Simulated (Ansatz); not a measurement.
# ZnCd2S3: the cost of one run

Program: Ansatz 0.2.0. Level of theory: DFT PBE, scalar-relativistic, plane waves, PAW. These are calculated values, not measurements.

### 1 The system as given

Symmetry: Cmc2_1, No. 36, orthorhombic system. The conventional cell has a = 12.236 Å, b = 7.066 Å, c = 6.633 Å, α = 90.00°, β = 90.00°, γ = 90.00°. Around Zn (site symmetry m) lie 4 S at 2.36 to 2.37 Å. Cd (site symmetry 1) has 4 S at 2.56 to 2.57 Å as nearest neighbours. S (site symmetry 1) has 1 Zn at 2.36 Å and 3 Cd at 2.56 to 2.57 Å as nearest neighbours. Around S (site symmetry m) lie 2 Zn at 2.36 to 2.37 Å and 2 Cd at 2.56 Å.

Coordinates:

```xyz
12
Lattice="6.1181 -3.5331 0.0000 6.1181 3.5331 0.0000 0.0000 0.0000 6.6325" Properties=species:S:1:pos:R:3 pbc="T T T"
Zn    6.1181   -2.4008    0.0236
Zn    6.1181    2.4008    3.3398
Cd    8.1160    1.2014    0.0275
Cd    4.1203    1.2014    0.0275
Cd    4.1203   -1.2014    3.3437
Cd    8.1160   -1.2014    3.3437
S     8.0388    1.2487    2.5929
S     4.1975    1.2487    2.5929
S     6.1181   -2.4985    2.3962
S     4.1975   -1.2487    5.9092
S     6.1181    2.4985    5.7125
S     8.0388   -1.2487    5.9092
```

The cell was relaxed beforehand at this level, from a generated guess; it is a trial structure. At a tolerance of 0.02 Å it has space group Cmc2_1 (No. 36); it has 23.89 Å³/atom, an uncorrected energy of -0.71 eV/atom over the elements.

### 2 Bands, states and charges

Input file input.yaml:

```yaml
crystal:
  lattice:
    - [6.118128641, -3.5330616652, 0.0]
    - [6.118128641, 3.5330616652, 0.0]
    - [0.0, 0.0, 6.632538583]
  atoms:
    - { symbol: Zn, position: [0.8397633738, 0.1602366262, 0.0035552206] }
    - { symbol: Zn, position: [0.1602366262, 0.8397633738, 0.5035552206] }
    - { symbol: Cd, position: [0.4932468831, 0.8333009235, 0.0041430085] }
    - { symbol: Cd, position: [0.1666990765, 0.5067531169, 0.0041430085] }
    - { symbol: Cd, position: [0.5067531169, 0.1666990765, 0.5041430085] }
    - { symbol: Cd, position: [0.8333009235, 0.4932468831, 0.5041430085] }
    - { symbol: S, position: [0.4802458399, 0.8336843167, 0.390937119] }
    - { symbol: S, position: [0.1663156833, 0.5197541601, 0.390937119] }
    - { symbol: S, position: [0.8535893624, 0.1464106376, 0.3612844944] }
    - { symbol: S, position: [0.5197541601, 0.1663156833, 0.890937119] }
    - { symbol: S, position: [0.1464106376, 0.8535893624, 0.8612844944] }
    - { symbol: S, position: [0.8336843167, 0.4802458399, 0.890937119] }
basis:
  ecutwfc: 420
kpoints:
  mp_grid: { grid: [6, 6, 4] }
  band_path:
    path:
      - [[0.0, 0.0, 0.0], [0.5, 0.5, 0.0], [0.66663088, 0.33336912, 0.0]]
      - [[0.33336912, -0.33336912, 0.0], [0.0, 0.0, 0.0], [0.0, 0.0, -0.5], [0.33336912, -0.33336912, -0.5]]
      - [[0.66663088, 0.33336912, -0.5], [0.5, 0.5, -0.5], [0.5, 0.5, 0.0]]
      - [[0.0, 0.0, 0.0], [0.5, 0.0, 0.0], [0.5, 0.0, -0.5], [0.0, 0.0, -0.5], [0.5, 0.5, -0.5]]
    npoints: 10
hamiltonian:
  xc: pbe
scf:
  occupations: { method: gaussian, width: 0.02 }
  n_extra_bands: 30
output:
  forces: true
  stress: true
  eigenvalues: true
  populations: true
  dos: { projected: true, de: 0.02, nscf_kmesh: { grid: [9, 9, 6] } }
  bader: false
  write_density: true
  write_potential: true
  elf: true
  volumetric_format: npy
```

Run with:

```console
$ ansatz run input.yaml --threads 4 --pin off --max-ram 8192MiB --backend cpu --events-out ev --progress --plain --runs-dir out
```

What time and memory should one allow on 4 threads of Intel Xeon at 2.50GHz (Skylake/Cascade Lake), shared host?

About 4.2 min, with a peak of 2.3 GiB.
